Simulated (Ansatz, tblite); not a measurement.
# The cluster Au₁₀O₅: rung by rung

The task here is to estimate one member of a computed series from the others.

Program: Ansatz 0.2.0, Gaussian basis. Level of theory: as each input shows. These are calculated values, not measurements.

The runs, in order: GFN1-xTB, GFN2-xTB, PBE-D4/def2-TZVP, r2SCAN-D4/def2-TZVP, revPBE-D4/def2-TZVP, PBE-D4/def2-SVP, PBE0-D4/def2-SVP, MP2/def2-TZVP, RPA/def2-TZVP.

2 further runs of the same task are left out: 2 set aside as unsound or not needed.

### The structure

The geometry is that of the singlet, from an earlier relaxation (PBE-D4/def2-SVP). At that level it is the lowest of the isomers that a small search found.

15 atoms, charge 0, spin multiplicity 1.

Bond lengths: Au1–Au2 2.638 Å, Au1–Au10 2.853 Å, Au1–O13 2.241 Å, Au2–Au10 2.635 Å, Au3–O13 2.043 Å, Au3–O15 2.065 Å, Au4–O15 2.000 Å, Au5–O11 1.969 Å, Au6–O14 2.027 Å, Au7–O12 1.921 Å, Au7–O14 2.039 Å, Au8–O11 1.915 Å, Au8–O12 1.917 Å, Au9–O13 1.997 Å, Au9–O14 2.050 Å, Au10–O15 2.230 Å. Angles: Au2–Au1–Au10 57.2°, Au2–Au1–O13 161.9°, Au10–Au1–O13 104.9°, Au1–Au2–Au10 65.5°, O13–Au3–O15 160.2°, O12–Au7–O14 171.7°, O11–Au8–O12 177.6°, O13–Au9–O14 177.3°, Au1–Au10–Au2 57.3°, Au1–Au10–O15 106.0°, Au2–Au10–O15 163.2°, Au5–O11–Au8 115.0°, Au7–O12–Au8 122.2°, Au1–O13–Au3 84.2°, Au1–O13–Au9 84.9°, Au3–O13–Au9 112.0°, Au6–O14–Au7 111.1°, Au6–O14–Au9 107.4° and more.

Coordinates:

```mol
Au10O5
  3D, bonds by distance, orders not assigned

 15 16  0  0  0  0  0  0  0  0999 V2000
    3.6207   -0.0037   -0.4626 Au  0  0
    5.5048    1.0232    1.0720 Au  0  0
    1.5375    1.7677   -1.3520 Au  0  0
    0.6948    3.9593    0.8804 Au  0  0
   -7.2357    0.6502   -0.0804 Au  0  0
    1.2299   -4.4973    0.7396 Au  0  0
   -1.3826   -2.4573    0.2373 Au  0  0
   -4.3480   -0.8789    0.1611 Au  0  0
    1.1338   -1.4259   -0.4218 Au  0  0
    3.6570    2.7416    0.3134 Au  0  0
   -5.4091    0.6369    0.6549 O   0  0
   -3.2219   -2.3571   -0.3086 O   0  0
    1.8500   -0.1961   -1.8228 O   0  0
    0.4641   -2.6512    1.0789 O   0  0
    1.9047    3.6885   -0.6894 O   0  0
  1  2  8  0
  1 10  8  0
  1 13  8  0
  2 10  8  0
  3 13  8  0
  3 15  8  0
  4 15  8  0
  5 11  8  0
  6 14  8  0
  7 12  8  0
  7 14  8  0
  8 11  8  0
  8 12  8  0
  9 13  8  0
  9 14  8  0
 10 15  8  0
M  END
```

Au takes a core potential in the def2 sets. No spin-orbit coupling is included.

PBE0-D4/def2-TZVP was run before; its log isn't repeated, and its numbers join the tables.

Set-up of the first run:

Tight binding, by tblite at 300 K electronic temperature and without a spin-polarisation term:

```python
tblite.interface.Calculator('GFN1-xTB', numbers, positions, charge=0, uhf=0).singlepoint()
```

Tight binding, by tblite at 300 K electronic temperature and without a spin-polarisation term:

```python
tblite.interface.Calculator('GFN2-xTB', numbers, positions, charge=0, uhf=0).singlepoint()
```

start.molden holds the orbitals of an earlier run on this state, given as this run's starting guess.

Input file in.yaml:

```yaml
crystal:
  periodic: [false, false, false]
  atoms:
    - {symbol: Au, position_ang: [3.620670, -0.003717, -0.462636]}
    - {symbol: Au, position_ang: [5.504782, 1.023181, 1.072026]}
    - {symbol: Au, position_ang: [1.537528, 1.767699, -1.352048]}
    - {symbol: Au, position_ang: [0.694832, 3.959254, 0.880371]}
    - {symbol: Au, position_ang: [-7.235684, 0.650231, -0.080449]}
    - {symbol: Au, position_ang: [1.229912, -4.497268, 0.739596]}
    - {symbol: Au, position_ang: [-1.382561, -2.457257, 0.237270]}
    - {symbol: Au, position_ang: [-4.348022, -0.878890, 0.161115]}
    - {symbol: Au, position_ang: [1.133753, -1.425867, -0.421766]}
    - {symbol: Au, position_ang: [3.656987, 2.741627, 0.313437]}
    - {symbol: O, position_ang: [-5.409128, 0.636851, 0.654895]}
    - {symbol: O, position_ang: [-3.221881, -2.357092, -0.308603]}
    - {symbol: O, position_ang: [1.850049, -0.196083, -1.822794]}
    - {symbol: O, position_ang: [0.464097, -2.651229, 1.078949]}
    - {symbol: O, position_ang: [1.904656, 3.688539, -0.689364]}
basis:
  gaussian: {orbitals: def2-TZVP, fitting: {mean_field: def2-universal-jkfit}, initial_orbitals: start.molden}
hamiltonian: {xc: pbe, dispersion: d4}
scf: {omitted_lower_state_checks: [starts]}
output: {forces: true, orbitals: {seedname: orbitals}}
```

On the command line:

```sh
$ ansatz run in.yaml --threads 2 --pin off --events-out ev --progress --plain --max-ram 22528MiB --backend cuda --devices 0, --max-vram 18GiB
```

Among the steps run: PBE-D4/def2-TZVP; r2SCAN-D4/def2-TZVP; revPBE-D4/def2-TZVP; PBE-D4/def2-SVP; PBE0-D4/def2-SVP; MP2/def2-TZVP; RPA/def2-TZVP.

One of the session's tables, all rows but one given; the rest of the session is left out.

It belongs to the step «Binding energy». 

```
              level  binding an atom (eV)
       HF/def2-TZVP                 0.171
    PBE-D4/def2-SVP                 2.317
   PBE-D4/def2-TZVP                 2.324
revPBE-D4/def2-TZVP                 2.134
r2SCAN-D4/def2-TZVP                 2.236
   PBE0-D4/def2-SVP                     ?
  PBE0-D4/def2-TZVP                 1.920
      RPA/def2-TZVP                 1.908
      MP2/def2-TZVP                 2.262
```

Estimate the missing values for PBE0-D4/def2-SVP.

The run gave: binding an atom (eV): 1.892. In the column «binding an atom (eV)» it lies between HF/def2-TZVP (0.171) and RPA/def2-TZVP (1.908).

Limits of these values: Free atoms were run apart at each level; binding is atoms less cluster, divided by the number of atoms, without zero-point or spin-orbit terms.
